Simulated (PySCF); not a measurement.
# SbH+: bond curves at several levels of theory

An exercise on one series of results from a longer session: the logs are not shown, and one member is left open.

Program: PySCF 2.14.0. Level of theory: Sb cc-pVTZ-PP with ECP28, H cc-pVTZ, scalar-relativistic core potentials. These are calculated values, not measurements.

The first run:

Settings of the job:

| Quantity | Value |
| --- | --- |
| atoms | Sb, H |
| charge | 1 |
| basis | Sb cc-pVTZ-PP with ECP28, H cc-pVTZ |
| Hamiltonian | scalar-relativistic core potentials |
| basis functions | 53 |
| electrons treated | 23 |
| masses in u | 120.9038, 1.0078 |
| levels | PBE0, PBE, r²SCAN, PW91, M06-2X, LDA, HF, MP2, SCS-MP2, CCSD, CCSD(T) |
| grid | 80 radial by 434 angular points |
| occupations | held fixed by the projection of orbital angular momentum |
| dissociation limit | Sb+ + H, each in its ground configuration |
| starting distance in angstrom | 1.785 |
| values of 2S to try | 1, 3 |

Run with:

```
OMP_NUM_THREADS=1 python dia.py task.json out
```

Among the steps run: Input; PBE0 along the bond; Other states along the same grid; PBE (GGA); r²SCAN (meta-GGA); PW91 (GGA); M06-2X (hybrid meta-GGA); LDA (local density); UHF (mean field); MP2 and coupled cluster.

One of the session's tables, all rows but one given; the rest of the session is left out.

It belongs to the step «The curves together». Energy (eV) from each level's lowest point:

| R (Å) | UHF | UHF-MP2 | UHF-SCS-MP2 | UHF-CCSD | UHF-CCSD(T) |
| --- | --- | --- | --- | --- | --- |
| 1.477 | 0.546 | 0.517 | 0.529 | n/a | n/a |
| 1.545 | 0.233 | 0.219 | 0.227 | 0.242 | 0.247 |
| 1.614 | 0.062 | 0.056 | 0.061 | 0.071 | 0.074 |
| 1.665 | 0.006 | 0.004 | 0.007 | 0.012 | 0.014 |
| 1.717 | 0.000 | 0.000 | 0.000 | 0.000 | 0.000 |
| 1.768 | ? | ? | ? | ? | ? |
| 1.837 | 0.130 | 0.128 | 0.123 | 0.107 | 0.102 |
| 1.923 | 0.308 | 0.302 | 0.294 | 0.262 | 0.253 |
| 2.026 | 0.579 | 0.577 | 0.569 | 0.500 | 0.484 |
| 2.163 | 0.941 | 1.099 | 1.125 | n/a | n/a |

Q: Estimate the row for R (Å) = 1.768 from the others.

Worked estimate for «UHF». A straight line through the neighbours (1.717, 0.000) and (1.837, 0.130) gives 0.000 + (0.130 − 0.000) × (1.768 − 1.717) / (1.837 − 1.717) = 0.055; a parabola fitted to 4 rows on both sides gives 0.037.

As computed: UHF: 0.034; UHF-MP2: 0.035; UHF-SCS-MP2: 0.032; UHF-CCSD: 0.026; UHF-CCSD(T): 0.024. In «UHF» the line misses by +0.021 and the parabola by +0.003.

Caveats from the session: At some levels the lowest empty orbital lies below the highest filled one (the two can be of opposite spin).
